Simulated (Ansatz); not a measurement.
**RuS (rocksalt): response to moved atoms and strain**

Aim: move atoms of RuS (rocksalt) or strain its cell, and read the forces, the stress and the rise in energy. The cell was built by placing the elements on the sites of a structure type; the runs don't test whether it is the stable form.

Computed with Ansatz 0.2.0 (DFT r²SCAN, scalar-relativistic, plane waves, PAW, unless a step's input says otherwise).

1 further run of the same task is left out (it didn't finish). Runs told in other sessions of the task aren't counted.

## 1. Starting point

The structure is cubic, space group Fm-3m (No. 225). Conventional cell: a = 4.897 Å, b = 4.897 Å, c = 4.897 Å, α = 90.00°, β = 90.00°, γ = 90.00°. Ru (site symmetry m-3m) has 6 S at 2.45 Å in its first shell of neighbours. S (site symmetry m-3m) has 6 Ru at 2.45 Å in its first shell of neighbours.

As a file:

```
Ru S
1.0
     0.00000    2.44864    2.44864
     2.44864    0.00000    2.44864
     2.44864    2.44864    0.00000
Ru S
1 1
Cartesian
  2.4486 2.4486 2.4486
  0.0000 0.0000 0.0000
```

This cell comes from an earlier session at r²SCAN: 14.682 Å³/atom at 0.11 GPa, on a 12×12×12 mesh.

The changes: atom 1 (Ru) moved 0.08 Å along x; strain e1 = +0.01, atoms carried along; all atoms moved at random (σ = 0.06 Å), cell strained at random (1 %).

## 2. Atom 1 (Ru) moved 0.08 Å along x

input.yaml

```yaml
crystal:
  lattice:
    - [0.0, 2.448642206, 2.448642206]
    - [2.448642206, 0.0, 2.448642206]
    - [2.448642206, 2.448642206, 0.0]
  atoms:
    - { symbol: Ru, position: [0.4836644162, 0.5163355838, 0.5163355838] }
    - { symbol: S, position: [0.0, 0.0, 0.0] }
basis:
  ecutwfc: 500
  ecutrho_ratio: 4
kpoints:
  mp_grid: { grid: [12, 12, 12] }
hamiltonian:
  xc: r2scan
scf:
  occupations: { method: gaussian, width: 0.05 }
output:
  forces: true
  stress: true
  eigenvalues: true
  write_density: true
  write_potential: true
  elf: true
  volumetric_format: npy
```

Command:

```bash
ansatz run input.yaml --threads 2 --pin off --max-ram 2662MiB --backend cpu --events-out ev --progress --plain --runs-dir out
```

What it wrote:

```text
Warning: RAYON_NUM_THREADS=2 ignored (pool sized by the plan → 2); use --threads N
Engine: ansatz 0.2.0, aarch64-unknown-linux-gnu
Pseudopotentials: kind: paw
Pseudopotential: Ru, paw, valence charge 16, recommended cutoff 500 eV (meta_gga), Ru.paw.azcp
Pseudopotential: S, paw, valence charge 6, recommended cutoff 500 eV (meta_gga), S.paw.azcp
Functional definition: r2SCAN
  parameter k0 = 0.174
  parameter k1 = 0.065
  parameter a1 = 4.9479
  exchange = r2scan_x(k0 = k0, k1 = k1, a1 = a1)
  correlation = r2scan_c
Crystal: 2 atoms, lattice volume = 29.363 Å³
Basis set: ecut = 500 eV, 725 PW (Γ), exchange–correlation on 108×108×108 points (64 copies of the dense FFT grid, shifted against one another)
Bands: 15, of which v1, the nominal top of the filled ones, is band 11 counted from 1 (10 counted from 0)
Symmetry: 8 space group operations
Space group: I4mm (ITA 107), of the structure as read, at distance tolerance 3.1e-5 Å
k-points: 163 of 1728 (time reversal used)
Non-local potential: Ru, projectors of the file, l = 0: 3, l = 1: 2, l = 2: 2, l = 3: 1
Non-local potential: S, projectors of the file, l = 0: 2, l = 1: 2, l = 2: 2
PAW form: soft (Blöchl's): semilocal exchange-correlation on the pseudo side does not see the compensation charge
PAW frozen core: Ru, regenerated for the run's functional (the file was generated under x = pbe(κ = 0.804, μ = 0.2195149727645171), c = pbe(β = 0.06672455060314922))
PAW frozen core: S, regenerated for the run's functional (the file was generated under x = pbe(κ = 0.804, μ = 0.2195149727645171), c = pbe(β = 0.06672455060314922))
PAW one-centre angular grid: Ru, 590 points (default); XC on 160 Gauss nodes
PAW one-centre angular grid: S, 302 points (default); XC on 160 Gauss nodes
Initial density: superposition of atomic densities (neutral atoms: chi_scale 0, normalization atom), corrected by the library's trained network
Initial wavefunctions: pseudopotential atomic-orbital guess
Functional: x = r2scan, c = r2scan; τ floored in thin density (d = 2e-4 eV/Å³)
SCF iter   1: F=—  HF=-6796.047070 eV  |F-HF|=—  |Δ(HF+E_count)|=         —  Δρ=1.55e-2  dr2=2.18e-2  dr2_τ=6.55e-2  ethr=1.77e-3  ⟨swp⟩=5.5  Hψ=14187  notcnv=0
preconditioner: auto → Kerker (q_TF=auto, 2.600 Å⁻¹)  [metal: Δε(μ)=0.017 eV  Ē_g=9.722 eV  σ=0.050 eV  W_gap=0.19  n_scr=14 (ndim 8)  ℏωp=25.6 eV  f_vac=0.000  D(μ)=4.87/eV (n_scr^D=64)]
SCF iter   2: F=—  HF=-6796.100968 eV  |F-HF|=—  |Δ(HF+E_count)|=   5.39e-2  Δρ=1.04e-2  dr2=7.40e-3  dr2_τ=5.48e-4  ethr=9.92e-5  ⟨swp⟩=2.7  Hψ=5862  notcnv=0
SCF iter   3: F=—  HF=-6796.104330 eV  |F-HF|=—  |Δ(HF+E_count)|=   3.36e-3  Δρ=2.35e-3  dr2=6.03e-4  dr2_τ=1.36e-4  ethr=3.36e-5  ⟨swp⟩=1.7  Hψ=3337  notcnv=0
SCF iter   4: F=—  HF=-6796.104588 eV  |F-HF|=—  |Δ(HF+E_count)|=   2.59e-4  Δρ=3.95e-4  dr2=2.16e-5  dr2_τ=4.24e-6  ethr=2.74e-6  ⟨swp⟩=2.8  Hψ=3872  notcnv=0
SCF iter   5: F=—  HF=-6796.104600 eV  |F-HF|=—  |Δ(HF+E_count)|=   1.19e-5  Δρ=1.16e-4  dr2=2.65e-6  dr2_τ=3.70e-7  ethr=9.83e-8  ⟨swp⟩=2.5  Hψ=4177  notcnv=0
SCF iter   6: F=-6796.104602 eV  HF=-6796.104602 eV  |F-HF|=3.19e-8  |Δ(HF+E_count)|=   1.40e-6  Δρ=2.07e-5  dr2=8.68e-8  dr2_τ=8.17e-9  ethr=4.55e-10  ⟨swp⟩=7.5  Hψ=17716  notcnv=0
SCF 1 converged in 6 iterations: F = -6796.104602 eV  dr2 = 8.68e-8
SCF converged after 6 iterations
Free energy (F): -6796.104602 eV
Harris-Foulkes:  -6796.104602 eV  (|F-HF|=3.19e-8)
Internal energy: -6796.098937 eV  (E = F + TS)
E sigma→0 (E₀):  -6796.101769 eV
Entropy (-TS):   -0.005665 eV (-2.833 meV/atom)
Fermi energy:    15.964172 eV
--- Per-component energies (eV) ---
  E_band       = -129.119647
  E_kinetic    = 626.872878
  E_local      = -1755.934485  (includes V_loc(G=0)·N_el)
  E_nonlocal   = 376.037414
  E_hartree    = 599.392614
  E_xc         = -276.007024
  E_vxc        = -360.535562  (∫ρ·V_xc dr)
  E_paw        = -4090.842980  (= ΣΔE_a)
  E_vpaw       = -236.987440  (= ΣTr[D̂ρ^β])
  E_aug_tail   = 0.000094  (compensation charges beyond the density's cutoff)
  E_vtau       = 22.643588  (kinetic-family band-sum trace: ∫τ·v_τ [+ j·A + Jᵃ·Aᵃ] dr)
  E_ewald      = -2275.196725
  E_core_change = -0.420722  (= ΣΔE_core)
  E_smearing   = -0.005665  (= −TS)
  E_closure    = -0.000000  (closes the sum)
  Σ components = -6796.104602   (vs F -6796.104602, Δ=0.00e0)
--- Forces (eV/Å), atoms counted from 1 ---
  atom   1  Ru     0.86718496     0.00000000    -0.00000000
  atom   2  S     -0.86696956    -0.00000000     0.00000000
  max |Σ_I F_I| component: 2.15e-4 eV/Å
--- Stress (GPa, compression-positive) ---
        1.487298      -0.000000       0.000000
       -0.000000      -0.389913       0.000000
        0.000000       0.000000      -0.389913
  P = ⅓ Tr σ = 0.2358 GPa (2.358 kbar)
--- Band table (eV; the first three rows and the last of 163) ---
  k-point 0: bands = ["-58.3018", "-27.5800", "-27.5673", "-27.5673", "-0.4327", "13.2065", "13.2065", "13.2227", "13.4941", "13.8648", "14.0638", "14.0638", "14.4364", "21.1453", "27.1297"]
  k-point 1: bands = ["-58.3013", "-27.5833", "-27.5712", "-27.5681", "-0.3332", "12.3538", "12.6195", "12.8287", "13.6075", "13.6424", "14.2372", "15.1001", "15.2569", "21.5764", "26.7622"]
  k-point 2: bands = ["-58.3001", "-27.5975", "-27.5767", "-27.5702", "-0.0467", "11.2671", "11.7377", "11.8247", "13.8815", "13.8832", "14.6274", "16.3963", "16.4796", "22.4866", "25.9210"]
  k-point 162: bands = ["-58.2930", "-27.6255", "-27.6255", "-27.6160", "1.3430", "9.9467", "9.9978", "9.9978", "15.1379", "15.1379", "15.7742", "16.4660", "16.6486", "24.2176", "25.4739"]
```

Wall time 9.9 s (2 threads of Arm Neoverse V2, shared host); peak memory 0.46 GiB.

This gives: volume 14.682 Å³/atom, pressure 0.24 GPa, metallic.

Forces on the atoms, as numbers:

```csv
atom,x (eV/Å),y (eV/Å),z (eV/Å)
Ru1,0.867,0.000,0.000
S2,-0.867,0.000,0.000
```

Axes a, b and c in the maps are those of this run's conventional cell (a, b, c = 3.463, 3.463, 4.897 Å).

Density in a lattice plane of the grid's cell (edges 3.46 and 4.90 Å, at 0.000 of the third edge), which holds Ru and S.

Ten even steps from '0' (-0.03 e/Å³) to '9' (10.02 e/Å³):
```
0011000000000110
1110000000000011
1100000000000001
0000000000000000
0000000000000000
1100000000000001
3321000000000123
7652100000001256
9973100000001379
9974100000001479
8763100000001367
4431000000000134
1110000000000011
0000000000000000
0000000000000000
0000000000000000
1000000000000000
1110000000000011
0011000000000110
0001000000000100
```
Columns run along the first of these edges and rows up along the second, over one cell in 16 and 20 even steps from the bottom left corner. Atoms in the plane (fractional): Ru at (0.00, 0.52), S at (0.00, 0.00).

ELF in the same plane.

Values, 12 rows by 8 columns:
```
0.41 0.69 0.73 0.30 0.09 0.30 0.73 0.70
0.84 0.77 0.51 0.15 0.05 0.15 0.51 0.77
0.34 0.32 0.22 0.08 0.04 0.08 0.22 0.32
0.36 0.44 0.31 0.13 0.06 0.13 0.31 0.44
0.48 0.72 0.48 0.16 0.09 0.16 0.48 0.72
0.17 0.65 0.49 0.16 0.10 0.16 0.49 0.65
0.57 0.70 0.45 0.16 0.09 0.16 0.45 0.70
0.20 0.26 0.22 0.10 0.05 0.10 0.22 0.26
0.36 0.31 0.18 0.07 0.04 0.07 0.18 0.31
0.82 0.78 0.54 0.16 0.06 0.16 0.54 0.78
0.39 0.72 0.76 0.32 0.09 0.32 0.76 0.72
0.02 0.43 0.79 0.38 0.11 0.38 0.79 0.44
```
Columns run along the first of these edges and rows up along the second, over one cell in 8 and 12 even steps from the bottom left corner. Atoms in the plane (fractional): Ru at (0.00, 0.52), S at (0.00, 0.00).

Both are smooth fields of the valence electrons: close to the nuclei they are not physical.

Outside the cores ELF peaks at 0.85 in the shell around S, 0.8 Å from S.

## 3. Strain e1 = +0.01, atoms carried along

input.yaml

```yaml
crystal:
  lattice:
    - [0.0, 2.448642206, 2.448642206]
    - [2.4731286281, 0.0, 2.448642206]
    - [2.4731286281, 2.448642206, 0.0]
  atoms:
    - { symbol: Ru, position: [0.5, 0.5, 0.5] }
    - { symbol: S, position: [0.0, 0.0, 0.0] }
basis:
  ecutwfc: 500
  ecutrho_ratio: 4
kpoints:
  mp_grid: { grid: [12, 12, 12] }
hamiltonian:
  xc: r2scan
scf:
  occupations: { method: gaussian, width: 0.05 }
output:
  forces: true
  stress: true
  eigenvalues: true
```

Command:

```bash
ansatz run input.yaml --threads 2 --pin off --max-ram 2662MiB --backend cpu --events-out ev --progress --plain --runs-dir out
```

What it wrote:

```text
Warning: RAYON_NUM_THREADS=2 ignored (pool sized by the plan → 2); use --threads N
[... 10 set-up lines as earlier in the session ...]
Crystal: 2 atoms, lattice volume = 29.657 Å³
Basis set: ecut = 500 eV, 741 PW (Γ), exchange–correlation on 108×108×108 points (64 copies of the dense FFT grid, shifted against one another)
Bands: 15, of which v1, the nominal top of the filled ones, is band 11 counted from 1 (10 counted from 0)
Symmetry: 16 space group operations
Space group: I4/mmm (ITA 139), of the structure as read, at distance tolerance 3.1e-5 Å
k-points: 163 of 1728
[... 10 set-up lines as earlier in the session ...]
SCF iter   1: F=—  HF=-6796.006255 eV  |F-HF|=—  |Δ(HF+E_count)|=         —  Δρ=1.55e-2  dr2=2.14e-2  dr2_τ=6.45e-2  ethr=1.77e-3  ⟨swp⟩=5.4  Hψ=14006  notcnv=0
preconditioner: auto → Kerker (q_TF=auto, 2.596 Å⁻¹)  [metal: Δε(μ)=0.003 eV  Ē_g=9.630 eV  σ=0.050 eV  W_gap=0.03  n_scr=14 (ndim 8)  ℏωp=25.5 eV  f_vac=0.000  D(μ)=6.26/eV (n_scr^D=112)]
SCF iter   2: F=—  HF=-6796.059438 eV  |F-HF|=—  |Δ(HF+E_count)|=   5.32e-2  Δρ=1.08e-2  dr2=7.31e-3  dr2_τ=5.62e-4  ethr=9.71e-5  ⟨swp⟩=2.5  Hψ=5740  notcnv=0
SCF iter   3: F=—  HF=-6796.063157 eV  |F-HF|=—  |Δ(HF+E_count)|=   3.72e-3  Δρ=2.70e-3  dr2=6.90e-4  dr2_τ=1.47e-4  ethr=3.32e-5  ⟨swp⟩=1.5  Hψ=3125  notcnv=0
SCF iter   4: F=—  HF=-6796.063466 eV  |F-HF|=—  |Δ(HF+E_count)|=   3.09e-4  Δρ=4.13e-4  dr2=2.41e-5  dr2_τ=4.92e-6  ethr=3.14e-6  ⟨swp⟩=2.8  Hψ=3976  notcnv=0
SCF iter   5: F=—  HF=-6796.063476 eV  |F-HF|=—  |Δ(HF+E_count)|=   1.06e-5  Δρ=1.21e-4  dr2=1.86e-6  dr2_τ=4.05e-7  ethr=1.10e-7  ⟨swp⟩=2.5  Hψ=4172  notcnv=0
SCF iter   6: F=-6796.063478 eV  HF=-6796.063478 eV  |F-HF|=5.37e-8  |Δ(HF+E_count)|=   1.90e-6  Δρ=2.85e-5  dr2=7.27e-8  dr2_τ=1.29e-8  ethr=4.55e-10  ⟨swp⟩=3.6  Hψ=11584  notcnv=0
SCF 1 converged in 6 iterations: F = -6796.063478 eV  dr2 = 7.27e-8
SCF converged after 6 iterations
Free energy (F): -6796.063478 eV
Harris-Foulkes:  -6796.063478 eV  (|F-HF|=5.37e-8)
Internal energy: -6796.056801 eV  (E = F + TS)
E sigma→0 (E₀):  -6796.060140 eV
Entropy (-TS):   -0.006677 eV (-3.339 meV/atom)
Fermi energy:    15.752645 eV
--- Per-component energies (eV) ---
  E_band       = -133.083843
  E_kinetic    = 626.193531
  E_local      = -1765.305276  (includes V_loc(G=0)·N_el)
  E_nonlocal   = 376.058757
  E_hartree    = 602.204870
  E_xc         = -275.729843
  E_vxc        = -360.095066  (∫ρ·V_xc dr)
  E_paw        = -4090.818828  (= ΣΔE_a)
  E_vpaw       = -236.948241  (= ΣTr[D̂ρ^β])
  E_aug_tail   = 0.000092  (compensation charges beyond the density's cutoff)
  E_vtau       = 22.604516  (kinetic-family band-sum trace: ∫τ·v_τ [+ j·A + Jᵃ·Aᵃ] dr)
  E_ewald      = -2268.239382
  E_core_change = -0.420722  (= ΣΔE_core)
  E_smearing   = -0.006677  (= −TS)
  E_closure    = 0.000000  (closes the sum)
  Σ components = -6796.063478   (vs F -6796.063478, Δ=0.00e0)
--- Forces (eV/Å), atoms counted from 1 ---
  atom   1  Ru     0.00000000    -0.00000000    -0.00000000
  atom   2  S     -0.00000000    -0.00000000     0.00000000
  max |Σ_I F_I| component: 8.28e-29 eV/Å
--- Stress (GPa, compression-positive) ---
       -2.375242      -0.000000       0.000000
       -0.000000      -1.147296       0.000000
        0.000000       0.000000      -1.147296
  P = ⅓ Tr σ = -1.5566 GPa (-15.566 kbar)
--- Band table (eV; the first three rows and the last of 163) ---
  k-point 0: bands = ["-58.5080", "-27.7808", "-27.7808", "-27.7636", "-0.5685", "13.2553", "13.3460", "13.3460", "13.5760", "13.5769", "13.5769", "13.6829", "13.6852", "20.8541", "27.1021"]
  k-point 1: bands = ["-58.5076", "-27.7856", "-27.7815", "-27.7658", "-0.4705", "12.4567", "12.5103", "12.5108", "13.4368", "13.4781", "14.0709", "14.8252", "14.8414", "21.2838", "26.6159"]
  k-point 2: bands = ["-58.5064", "-27.8005", "-27.7834", "-27.7698", "-0.1883", "11.2196", "11.5848", "11.5946", "13.7021", "13.7368", "14.4579", "16.1217", "16.1549", "22.1974", "25.6984"]
  k-point 162: bands = ["-58.4996", "-27.8376", "-27.8376", "-27.7970", "1.1678", "9.8803", "9.8803", "9.8819", "14.8518", "14.8518", "15.5675", "16.2437", "16.4298", "23.8403", "25.2842"]
```

Run time: 4.3 s. Hardware: 2 threads of Arm Neoverse V2, shared host; peak memory 0.44 GiB.

Read off: volume 14.829 Å³/atom, pressure -1.56 GPa, a metal on this mesh.

## 4. All atoms moved at random (σ = 0.06 Å), cell strained at random (1 %)

input.yaml

```yaml
crystal:
  lattice:
    - [0.044283121, 2.4386090637, 2.4572166628]
    - [2.4293326128, 0.0370853223, 2.4644144614]
    - [2.4483077383, 2.4647819878, 0.0181101968]
  atoms:
    - { symbol: Ru, position: [0.5149518623, 0.4887862312, 0.4983814308] }
    - { symbol: S, position: [-0.0149518623, 0.0112137688, 0.0016185692] }
basis:
  ecutwfc: 500
  ecutrho_ratio: 4
kpoints:
  mp_grid: { grid: [12, 12, 12] }
hamiltonian:
  xc: r2scan
scf:
  occupations: { method: gaussian, width: 0.05 }
output:
  forces: true
  stress: true
  eigenvalues: true
```

Command:

```bash
ansatz run input.yaml --threads 2 --pin off --max-ram 2662MiB --backend cpu --events-out ev --progress --plain --runs-dir out
```

What it wrote:

```text
Warning: RAYON_NUM_THREADS=2 ignored (pool sized by the plan → 2); use --threads N
[... 10 set-up lines as earlier in the session ...]
Crystal: 2 atoms, lattice volume = 28.828 Å³
Basis set: ecut = 500 eV, 729 PW (Γ), exchange–correlation on 108×108×108 points (64 copies of the dense FFT grid, shifted against one another)
Bands: 15, of which v1, the nominal top of the filled ones, is band 11 counted from 1 (10 counted from 0)
Symmetry: 1 space group operations
Space group: P1 (ITA 1), of the structure as read, at distance tolerance 3.1e-5 Å
k-points: 868 of 1728 (time reversal used)
[... 10 set-up lines as earlier in the session ...]
SCF iter   1: F=—  HF=-6796.053703 eV  |F-HF|=—  |Δ(HF+E_count)|=         —  Δρ=1.40e-2  dr2=1.71e-2  dr2_τ=6.39e-2  ethr=1.77e-3  ⟨swp⟩=5.6  Hψ=76249  notcnv=0
preconditioner: auto → Kerker (q_TF=auto, 2.608 Å⁻¹)  [metal: Δε(μ)=0.001 eV  Ē_g=9.849 eV  σ=0.050 eV  W_gap=0.01  n_scr=14 (ndim 8)  ℏωp=25.9 eV  f_vac=0.000  D(μ)=4.38/eV (n_scr^D=64)]
SCF iter   2: F=—  HF=-6796.109704 eV  |F-HF|=—  |Δ(HF+E_count)|=   5.60e-2  Δρ=9.66e-3  dr2=6.96e-3  dr2_τ=4.56e-4  ethr=7.78e-5  ⟨swp⟩=2.0  Hψ=30004  notcnv=0
SCF iter   3: F=—  HF=-6796.112852 eV  |F-HF|=—  |Δ(HF+E_count)|=   3.15e-3  Δρ=1.38e-3  dr2=2.68e-4  dr2_τ=1.45e-4  ethr=3.16e-5  ⟨swp⟩=2.5  Hψ=22588  notcnv=0
SCF iter   4: F=—  HF=-6796.112978 eV  |F-HF|=—  |Δ(HF+E_count)|=   1.26e-4  Δρ=4.06e-4  dr2=1.85e-5  dr2_τ=3.77e-6  ethr=1.22e-6  ⟨swp⟩=2.6  Hψ=19979  notcnv=0
SCF iter   5: F=—  HF=-6796.112991 eV  |F-HF|=—  |Δ(HF+E_count)|=   1.35e-5  Δρ=1.27e-4  dr2=3.59e-6  dr2_τ=5.07e-7  ethr=8.42e-8  ⟨swp⟩=2.1  Hψ=21456  notcnv=0
SCF iter   6: F=—  HF=-6796.112993 eV  |F-HF|=—  |Δ(HF+E_count)|=   1.56e-6  Δρ=2.39e-5  dr2=1.18e-7  dr2_τ=1.31e-8  ethr=1.63e-8  ⟨swp⟩=2.3  Hψ=19722  notcnv=0
SCF iter   7: F=-6796.112993 eV  HF=-6796.112993 eV  |F-HF|=4.45e-9  |Δ(HF+E_count)|=   8.73e-8  Δρ=6.69e-6  dr2=6.16e-9  dr2_τ=1.26e-9  ethr=4.55e-10  ⟨swp⟩=5.1  Hψ=58008  notcnv=0
SCF 1 converged in 7 iterations: F = -6796.112993 eV  dr2 = 6.16e-9
SCF converged after 7 iterations
Free energy (F): -6796.112993 eV
Harris-Foulkes:  -6796.112993 eV  (|F-HF|=4.45e-9)
Internal energy: -6796.107918 eV  (E = F + TS)
E sigma→0 (E₀):  -6796.110455 eV
Entropy (-TS):   -0.005075 eV (-2.538 meV/atom)
Fermi energy:    16.381821 eV
--- Per-component energies (eV) ---
  E_band       = -121.787303
  E_kinetic    = 627.977799
  E_local      = -1736.549127  (includes V_loc(G=0)·N_el)
  E_nonlocal   = 376.014677
  E_hartree    = 593.151831
  E_xc         = -276.438806
  E_vxc        = -361.210229  (∫ρ·V_xc dr)
  E_paw        = -4090.870400  (= ΣΔE_a)
  E_vpaw       = -237.020868  (= ΣTr[D̂ρ^β])
  E_aug_tail   = 0.000090  (compensation charges beyond the density's cutoff)
  E_vtau       = 22.696609  (kinetic-family band-sum trace: ∫τ·v_τ [+ j·A + Jᵃ·Aᵃ] dr)
  E_ewald      = -2288.973260
  E_core_change = -0.420722  (= ΣΔE_core)
  E_smearing   = -0.005075  (= −TS)
  E_closure    = 0.000000  (closes the sum)
  Σ components = -6796.112993   (vs F -6796.112993, Δ=0.00e0)
--- Forces (eV/Å), atoms counted from 1 ---
  atom   1  Ru    -0.61817825     0.69352593     0.22644404
  atom   2  S      0.61814815    -0.69349479    -0.22643380
  max |Σ_I F_I| component: 3.11e-5 eV/Å
--- Stress (GPa, compression-positive) ---
        5.013844       1.676892       0.619404
        1.676892       3.842896       0.483092
        0.619408       0.483092       1.798041
  P = ⅓ Tr σ = 3.5516 GPa (35.516 kbar)
--- Band table (eV; the first three rows and the last of 868) ---
  k-point 0: bands = ["-57.9396", "-27.2379", "-27.2159", "-27.1812", "-0.1745", "13.4255", "13.4983", "13.5910", "13.7454", "13.9993", "14.5423", "14.7150", "14.7514", "21.7290", "27.4897"]
  k-point 1: bands = ["-57.9391", "-27.2421", "-27.2171", "-27.1843", "-0.0726", "12.6106", "12.8729", "13.2746", "13.8497", "14.0410", "14.4910", "15.4754", "15.7556", "22.1561", "27.1777"]
  k-point 2: bands = ["-57.9378", "-27.2553", "-27.2203", "-27.1912", "0.2211", "11.5156", "11.9779", "12.2900", "14.1008", "14.2990", "14.9161", "16.7760", "16.9796", "23.0509", "26.3737"]
  k-point 867: bands = ["-57.9329", "-27.3233", "-27.2296", "-27.2026", "1.7814", "7.9690", "10.3733", "10.4729", "15.5527", "15.6327", "16.3931", "20.1799", "20.8840", "21.4008", "23.8301"]
```

Wall time 38 s (2 threads of Arm Neoverse V2, shared host); peak memory 0.85 GiB.

Read off: volume 14.414 Å³/atom, pressure 3.55 GPa, metallic.

Forces on the atoms, as numbers:

```csv
atom,x (eV/Å),y (eV/Å),z (eV/Å)
Ru1,-0.618,0.694,0.226
S2,0.618,-0.693,-0.226
```

## 5. Results

| change | change of free energy (meV/atom) | largest force (eV/Å) | largest change of stress (GPa) |
| --- | --- | --- | --- |
| atom 1 (Ru) moved 0.08 Å along x | -19.51 | 0.867 | 1.38 |
| strain e1 = +0.01, atoms carried along | 1.05 | 0.000 | 2.48 |
| all atoms moved at random (σ = 0.06 Å), cell strained at random (1 %) | -23.70 | 0.956 | 4.91 |

Moving atom 1 by 0.08 Å meets a driving force of 0.867 eV/Å along the move, a force constant of about -10.8 eV/Å². The strain e1 = +0.01 changes that stress component by -2.48 GPa (compression positive), a ratio of 248 GPa; that is a secant over a finite strain with the atoms carried along, not the elastic constant. A distortion lowers the energy, so the starting cell or its electronic state is no minimum. A separate test found that a distortion of this cell lowers its energy, so it is no minimum.
